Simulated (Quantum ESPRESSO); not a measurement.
**GeW under changes of volume**

One of the cells (17.126 Å³/atom); the others are scaled copies at fixed shape and fractional positions:

```
Ge W
1.0
     0.00000    2.57761    2.57761
     2.57761    0.00000    2.57761
     2.57761    2.57761    0.00000
Ge W
1 1
Cartesian
  2.5776 2.5776 2.5776
  0.0000 0.0000 0.0000
```

The cell was built by a generator and needn't be a form met in nature.

| Item | Value |
| --- | --- |
| Program | Quantum ESPRESSO 7.5 |
| Functional | PBE |
| Potentials or basis | SSSP 1.3 efficiency PBE |
| Cutoff | 748 eV |
| Density cutoff | 5987 eV |
| k mesh | 9 × 9 × 9 |
| Occupations | fermi-dirac, width 0.05 eV |
| Spin | no spin polarisation |

| volume (Å³/atom) | energy over the lowest point (meV/atom) | pressure (GPa) |
| --- | --- | --- |
| 16.098 | 38.57 | 12.5 |
| 16.441 | 16.80 | 7.9 |
| 16.783 | ? | ? |
| 17.126 | 0.00 | 0.2 |
| 17.468 | 3.15 | -3.1 |
| 17.811 | 12.96 | -6.0 |
| 18.153 | 28.70 | -8.7 |

Q: What does the run at 16.783 Å³/atom give?

A: Energy over the lowest point 4.26 meV/atom; pressure 3.9 GPa.

Worked out: A Birch-Murnaghan fit of order 3 (a polynomial in V^(-2/3)) to the other rows has its minimum at 17.15 Å³/atom with B0 = V·E''(V) = 172 GPa and B' = 4.4. It gives 4.28 meV/atom at 16.783 Å³/atom, against the run's 4.26, and -dE/dV = 3.9 GPa, against 3.9.

Energies are extrapolated to zero smearing.
